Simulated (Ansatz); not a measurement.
**Br2H2OSn: up Jacob's ladder to CCSD(T)**

An exercise on one series of results from a longer session: the logs are not shown, and one member is left open.

Method: functionals in def2-TZVPP, the program's frozen cores in correlated methods; program: Ansatz 0.2.0, Gaussian basis.

Levels to be run: LDA (SPW92), PBE-D4, revPBE-D4, BLYP-D4, r2SCAN-D4, B97M-V, PBE0-D4, B3LYP-D4, r2SCANh-D4, r2SCAN0-D4, HSE06-D4, BHLYP-D4, CAM-B3LYP-D4, LC-ωPBE, ωB97X-V, ωB97M-V, B2PLYP, PBE-QIDH; CCSD(T)/def2-SVP; CCSD(T)/def2-TZVPP; MP2/def2-QZVPP; extrapolation to the limit; RPA on PBE.

## The geometry

An earlier PBE0-D4 in a triple-zeta def2 set relaxation fixed the geometry. Sn takes the def2 core potential; no spin-orbit term is included.

SMILES `[OH][SnH]([Br])[Br]`, 6 atoms, charge 0, spin multiplicity 1.

Atoms are counted from 1 here; the program's logs count them from 0.

Bond lengths: O1–Sn2 1.941 Å, O1–H5 0.961 Å, Sn2–Br3 2.462 Å, Sn2–Br4 2.462 Å, Sn2–H6 1.691 Å. Angles: Sn2–O1–H5 113.6°, O1–Sn2–Br3 108.5°, O1–Sn2–Br4 108.5°, O1–Sn2–H6 107.9°, Br3–Sn2–Br4 107.0°, Br3–Sn2–H6 112.4°, Br4–Sn2–H6 112.4°.

Set-up of the first run:

Contents of in.yaml:

```yaml
crystal:
  periodic: [false, false, false]
  atoms:
    - {symbol: O, position_ang: [0.192135, 1.342510, -0.847676]}
    - {symbol: Sn, position_ang: [0.019325, -0.088617, 0.452710]}
    - {symbol: Br, position_ang: [1.708510, -1.807502, -0.049788]}
    - {symbol: Br, position_ang: [-2.186926, -1.142032, 0.164199]}
    - {symbol: H, position_ang: [0.090480, 1.050686, -1.757883]}
    - {symbol: H, position_ang: [0.218477, 0.580857, 1.992338]}
basis:
  gaussian: {orbitals: def2-TZVPP}
hamiltonian: {xc: lda}
output: {orbitals: {seedname: orbitals}}
```

Run with:

```bash
$ ansatz run in.yaml --threads 4 --pin off --events-out ev --progress --plain --max-ram 10444MiB
```

Among the steps run: LDA; PBE-D4 (GGA); revPBE-D4 (GGA); BLYP-D4 (GGA); r2SCAN-D4 (meta-GGA); B97M-V (meta-GGA); PBE0-D4 (hybrid); B3LYP-D4 (hybrid); r2SCANh-D4 (hybrid); r2SCAN0-D4 (hybrid); HSE06-D4 (hybrid); BHLYP-D4 (hybrid); CAM-B3LYP-D4 (range-separated); LC-ωPBE (range-separated); ωB97X-V (range-separated); ωB97M-V (range-separated); B2PLYP (double hybrid); PBE-QIDH (double hybrid).

One of the session's tables, all rows but one given; the rest of the session is left out.

| functional | HOMO (eV) | LUMO (eV) | gap (eV) |
| --- | --- | --- | --- |
| LDA (SPW92) | -7.45 | -3.26 | 4.19 |
| PBE-D4 | -7.29 | -2.97 | 4.31 |
| revPBE-D4 | -7.23 | -2.88 | 4.35 |
| BLYP-D4 | -7.11 | -2.93 | 4.18 |
| r2SCAN-D4 | -7.65 | -2.78 | 4.86 |
| B97M-V | -7.72 | -2.68 | 5.04 |
| PBE0-D4 | -8.61 | -2.10 | 6.51 |
| B3LYP-D4 | -8.33 | -2.41 | 5.92 |
| r2SCANh-D4 | -8.13 | -2.47 | 5.66 |
| r2SCAN0-D4 | -8.84 | -1.99 | 6.85 |
| HSE06-D4 | -8.21 | -2.47 | 5.74 |
| BHLYP-D4 | -9.74 | -1.17 | 8.56 |
| CAM-B3LYP-D4 | ? | ? | ? |
| LC-ωPBE | -11.33 | 0.09 | 11.42 |
| ωB97X-V | -10.96 | -0.02 | 10.94 |
| ωB97M-V | -10.81 | -0.15 | 10.66 |

**Question.** Estimate the row for CAM-B3LYP-D4.

The run gave: HOMO (eV): -9.92; LUMO (eV): -1.14; gap (eV): 8.78. In the column «HOMO (eV)» it lies between ωB97M-V (-10.81) and BHLYP-D4 (-9.74).

To keep in mind: All levels share the lack of spin-orbit coupling, which lowers the free heavy atoms and so the true binding.
